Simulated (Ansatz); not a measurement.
# MoRuI: the cost of one run

Method: DFT PBE, scalar-relativistic, plane waves, PAW, in Ansatz 0.2.0.

### Step 1. The structure to begin with

Symmetry: P4/nmm, No. 129, tetragonal system. Conventional cell: a = 4.184 Å, b = 4.184 Å, c = 7.364 Å, α = 90.00°, β = 90.00°, γ = 90.00°. Mo (site symmetry 4mm) is surrounded by 4 I at 2.58 Å. Around Ru (site symmetry 4mm) lie 5 Mo at 3.15 to 3.26 Å and 4 I at 3.33 Å. Around I (site symmetry -4m2) lie 4 Mo at 2.58 Å and 4 I at 2.96 Å and 4 Ru at 3.33 Å.

Structure file:

```cif
data_structure
_symmetry_space_group_name_H-M 'P 1'
_symmetry_Int_Tables_number 1
_cell_length_a 4.1844
_cell_length_b 4.1844
_cell_length_c 7.3641
_cell_angle_alpha 90.000
_cell_angle_beta 90.000
_cell_angle_gamma 90.000
_cell_volume 128.94
loop_
_atom_site_label
_atom_site_type_symbol
_atom_site_fract_x
_atom_site_fract_y
_atom_site_fract_z
_atom_site_occupancy
Mo1 Mo 0.50000 0.00000 0.20550 1
Mo2 Mo 0.00000 0.50000 0.79450 1
Ru1 Ru 0.50000 0.00000 0.64850 1
Ru2 Ru 0.00000 0.50000 0.35150 1
I1 I 0.00000 0.00000 0.00000 1
I2 I 0.50000 0.50000 0.00000 1
```

(A quick probe on a coarse mesh, which set the mesh and smearing, is not shown.)

### Step 3. Coarse relaxation

The input, input.yaml:

```yaml
crystal:
  lattice:
    - [4.184446476, 0.0, 0.0]
    - [0.0, 4.184446476, 0.0]
    - [0.0, 0.0, 7.3641040412]
  atoms:
    - { symbol: Mo, position: [0.5, 0.0, 0.2055], spin: -0.12 }
    - { symbol: Mo, position: [0.0, 0.5, 0.7945], spin: -0.12 }
    - { symbol: Ru, position: [0.5, 0.0, 0.6485], spin: 0.91 }
    - { symbol: Ru, position: [0.0, 0.5, 0.3515], spin: 0.91 }
    - { symbol: I, position: [0.0, 0.0, 0.0] }
    - { symbol: I, position: [0.5, 0.5, 0.0] }
basis:
  ecutwfc: 420
kpoints:
  mp_grid: { grid: [4, 4, 4] }
hamiltonian:
  xc: pbe
scf:
  occupations: { method: gaussian, width: 0.1 }
  lower_state_search: "off"
output:
  forces: true
  stress: true
  eigenvalues: true
  populations: true
magnetization:
  spin_polarized: true
relax:
  adjacent_minimum: "off"
  f_tol: 0.04
  max_steps: 70
  cell: { stress_tol: 0.4 }
```

Launch:

```bash
ansatz run input.yaml --threads 1 --pin off --max-ram 2560MiB --backend cpu --events-out ev --progress --plain --runs-dir out
```

What time and memory should one allow on 1 thread of AMD EPYC (Zen 3), shared host?

About 11 min, with a peak of 0.59 GiB.
